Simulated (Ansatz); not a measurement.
**FH3O2Si2: small, medium and large basis sets**

One table from this session's results is given with a row withheld; the runs are named, their logs left out.

The runs use Ansatz 0.2.0, Gaussian basis; one geometry, several basis sets.

The runs, in order: PBE0-D4/def2-SVP; ωB97M-V/def2-SVP; PBE0-D4/def2-QZVPP; ωB97M-V/def2-QZVPP; the functionals' def2-TZVPP values are taken from earlier runs.

### The relaxed structure

The geometry comes from an earlier relaxation with PBE0-D4 in a triple-zeta def2 set; it is a stationary point, not always the lowest conformer.

SMILES `O[Si]1(F)O[SiH2]1`, 8 atoms, charge 0, spin multiplicity 1.

Atoms are counted from 1 here; the program's logs count them from 0.

Bond lengths: O1–Si2 1.621 Å, O1–H6 0.959 Å, Si2–F3 1.591 Å, Si2–O4 1.650 Å, Si2–Si5 2.179 Å, O4–Si5 1.720 Å, Si5–H7 1.484 Å, Si5–H8 1.484 Å. Angles: Si2–O1–H6 118.0°, O1–Si2–F3 107.0°, O1–Si2–O4 115.1°, O1–Si2–Si5 128.0°, F3–Si2–O4 114.3°, F3–Si2–Si5 124.5°, O4–Si2–Si5 51.1°, Si2–O4–Si5 80.5°, Si2–Si5–O4 48.3°, Si2–Si5–H7 125.3°, Si2–Si5–H8 125.1°, O4–Si5–H7 114.1°, O4–Si5–H8 113.9°, H7–Si5–H8 109.5°.

The first run:

in.yaml reads:

```yaml
crystal:
  periodic: [false, false, false]
  atoms:
    - {symbol: O, position_ang: [-1.838931, 0.660683, 0.523093]}
    - {symbol: Si, position_ang: [-0.283100, 0.211823, 0.591335]}
    - {symbol: F, position_ang: [0.180267, 0.366376, 2.105392]}
    - {symbol: O, position_ang: [0.050745, -1.261347, -0.073700]}
    - {symbol: Si, position_ang: [1.048168, -0.271101, -1.064311]}
    - {symbol: H, position_ang: [-2.225520, 1.065825, 1.301999]}
    - {symbol: H, position_ang: [2.498955, -0.558888, -0.942784]}
    - {symbol: H, position_ang: [0.661516, -0.270571, -2.496722]}
basis:
  gaussian: {orbitals: def2-SVP}
hamiltonian: {xc: pbe0, dispersion: d4}
output: {orbitals: {seedname: orbitals}}
```

Started as:

```
ansatz run in.yaml --threads 2 --pin off --events-out ev --progress --plain --max-ram 4352MiB
```

Among the steps run: PBE0-D4 in def2-SVP; ωB97M-V in def2-SVP; PBE0-D4 in def2-QZVPP; ωB97M-V in def2-QZVPP.

One table of the session follows, with a row left open; its other results are not shown here.

| functional | basis | HOMO (eV) |
| --- | --- | --- |
| PBE0-D4 | def2-SVP | -7.13 |
| PBE0-D4 | def2-TZVPP | -7.21 |
| PBE0-D4 | def2-QZVPP | -7.25 |
| ωB97M-V | def2-SVP | -9.19 |
| ωB97M-V | def2-TZVPP | -9.30 |
| ωB97M-V | def2-QZVPP | ? |

**Question.** Estimate the row for ωB97M-V, def2-QZVPP.

The run gave: HOMO (eV): -9.35. In the column «HOMO (eV)» it is the lowest.
